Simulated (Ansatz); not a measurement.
# C₉H₂₀: one species, many functionals

One table from this session's results is given with a row withheld; the runs are named, their logs left out.

Computed with Ansatz 0.2.0, Gaussian basis. Level: functionals in def2-TZVPP, the program's frozen cores in correlated methods.

Plan: PBE-D4, r2SCAN-D4, PBE0-D4, B3LYP-D4, ωB97X-V, ωB97M-V, B2PLYP; MP2/def2-TZVPP; MP2/def2-QZVPP.

1 further run of the same task is left out (it didn't finish).

## Structure used throughout

An earlier PBE0-D4 in a triple-zeta def2 set relaxation fixed the geometry.

SMILES `CCCCCCCCC`, 29 atoms, charge 0, spin multiplicity 1.

Atoms are counted from 1 here; the program's logs count them from 0.

Bond lengths: C1–C2 1.520 Å, C1–H10 1.093 Å, C1–H11 1.094 Å, C1–H12 1.092 Å, C2–C3 1.524 Å, C2–H13 1.095 Å, C2–H14 1.096 Å, C3–C4 1.526 Å, C3–H15 1.096 Å, C3–H16 1.095 Å, C4–C5 1.524 Å, C4–H17 1.096 Å, C4–H18 1.095 Å, C5–C6 1.521 Å, C5–H19 1.094 Å, C5–H20 1.097 Å, C6–C7 1.523 Å, C6–H21 1.095 Å and more. Angles: C2–C1–H10 111.8°, C2–C1–H11 111.0°, C2–C1–H12 111.3°, H10–C1–H11 107.5°, H10–C1–H12 107.4°, H11–C1–H12 107.7°, C1–C2–C3 113.9°, C1–C2–H13 109.2°, C1–C2–H14 109.5°, C3–C2–H13 108.5°, C3–C2–H14 109.7°, H13–C2–H14 105.7°, C2–C3–C4 115.1°, C2–C3–H15 108.8°, C2–C3–H16 108.9°, C4–C3–H15 108.4°, C4–C3–H16 109.5°, H15–C3–H16 105.7° and more.

Coordinates:

```xyz
29
C9H20
C    -1.13491    1.55974   -3.20562
C    -1.10550    2.09058   -1.78176
C    -2.05834    1.37054   -0.83456
C    -1.80749   -0.12697   -0.67967
C    -0.40196   -0.50866   -0.22971
C    -0.00566    0.06414    1.12274
C     1.39290   -0.32791    1.58089
C     1.57307   -1.80959    1.87523
C     2.95816   -2.13644    2.40613
H    -0.79662    0.52204   -3.25893
H    -2.14790    1.59647   -3.61757
H    -0.48872    2.14809   -3.86113
H    -1.36116    3.15529   -1.78838
H    -0.08299    2.03375   -1.39212
H    -3.08569    1.51386   -1.18967
H    -2.01344    1.85302    0.14726
H    -2.53101   -0.52721    0.04011
H    -2.02286   -0.63113   -1.62757
H    -0.33790   -1.60078   -0.19900
H     0.33079   -0.18875   -0.98083
H    -0.06696    1.15664    1.08539
H    -0.73707   -0.25362    1.87749
H     1.64410    0.23988    2.48456
H     2.12252   -0.02019    0.82049
H     1.38537   -2.39616    0.97037
H     0.81546   -2.12366    2.60337
H     3.16229   -1.59440    3.33394
H     3.73160   -1.85522    1.68562
H     3.06993   -3.20337    2.61288
```

The first run:

File in.yaml:

```yaml
crystal:
  periodic: [false, false, false]
  atoms:
    - {symbol: C, position_ang: [-1.134907, 1.559745, -3.205621]}
    - {symbol: C, position_ang: [-1.105504, 2.090578, -1.781759]}
    - {symbol: C, position_ang: [-2.058342, 1.370543, -0.834562]}
    - {symbol: C, position_ang: [-1.807489, -0.126966, -0.679670]}
    - {symbol: C, position_ang: [-0.401962, -0.508661, -0.229714]}
    - {symbol: C, position_ang: [-0.005657, 0.064137, 1.122743]}
    - {symbol: C, position_ang: [1.392901, -0.327910, 1.580890]}
    - {symbol: C, position_ang: [1.573074, -1.809590, 1.875235]}
    - {symbol: C, position_ang: [2.958158, -2.136438, 2.406127]}
    - {symbol: H, position_ang: [-0.796621, 0.522043, -3.258926]}
    - {symbol: H, position_ang: [-2.147898, 1.596474, -3.617568]}
    - {symbol: H, position_ang: [-0.488719, 2.148091, -3.861132]}
    - {symbol: H, position_ang: [-1.361162, 3.155291, -1.788378]}
    - {symbol: H, position_ang: [-0.082991, 2.033748, -1.392116]}
    - {symbol: H, position_ang: [-3.085695, 1.513859, -1.189668]}
    - {symbol: H, position_ang: [-2.013443, 1.853015, 0.147263]}
    - {symbol: H, position_ang: [-2.531012, -0.527210, 0.040112]}
    - {symbol: H, position_ang: [-2.022858, -0.631125, -1.627573]}
    - {symbol: H, position_ang: [-0.337900, -1.600784, -0.199002]}
    - {symbol: H, position_ang: [0.330789, -0.188746, -0.980831]}
    - {symbol: H, position_ang: [-0.066959, 1.156639, 1.085388]}
    - {symbol: H, position_ang: [-0.737068, -0.253616, 1.877490]}
    - {symbol: H, position_ang: [1.644098, 0.239881, 2.484565]}
    - {symbol: H, position_ang: [2.122521, -0.020188, 0.820493]}
    - {symbol: H, position_ang: [1.385373, -2.396159, 0.970366]}
    - {symbol: H, position_ang: [0.815461, -2.123662, 2.603371]}
    - {symbol: H, position_ang: [3.162291, -1.594404, 3.333944]}
    - {symbol: H, position_ang: [3.731602, -1.855218, 1.685625]}
    - {symbol: H, position_ang: [3.069928, -3.203367, 2.612879]}
basis:
  gaussian: {orbitals: def2-TZVPP}
hamiltonian: {xc: pbe, dispersion: d4}
output: {forces: true, orbitals: {seedname: orbitals}}
```

The run is started by

```bash
$ ansatz run in.yaml --threads 4 --pin off --events-out ev --progress --plain --max-ram 66560MiB --backend cuda --devices 0, --max-vram 37GiB
```

Among the steps run: PBE-D4 (GGA); r2SCAN-D4 (meta-GGA); PBE0-D4 (hybrid); B3LYP-D4 (hybrid); ωB97X-V (range-separated); ωB97M-V (range-separated); B2PLYP (double hybrid).

One table of the session follows, with a row left open; its other results are not shown here.

It belongs to the step «Orbital energies across the functionals». 

```
functional  HOMO (eV)  LUMO (eV)  gap (eV)
    PBE-D4      -7.04       0.36      7.39
 r2SCAN-D4      -7.31       1.01      8.32
   PBE0-D4      -8.38       1.16      9.54
  B3LYP-D4      -8.21       0.84      9.05
   ωB97X-V     -10.80       2.99     13.79
   ωB97M-V          ?          ?         ?
```

Estimate the missing values for ωB97M-V.

**Answer.** HOMO (eV): -10.67; LUMO (eV): 2.59; gap (eV): 13.26. In the column «HOMO (eV)» it lies between ωB97X-V (-10.80) and PBE0-D4 (-8.38).
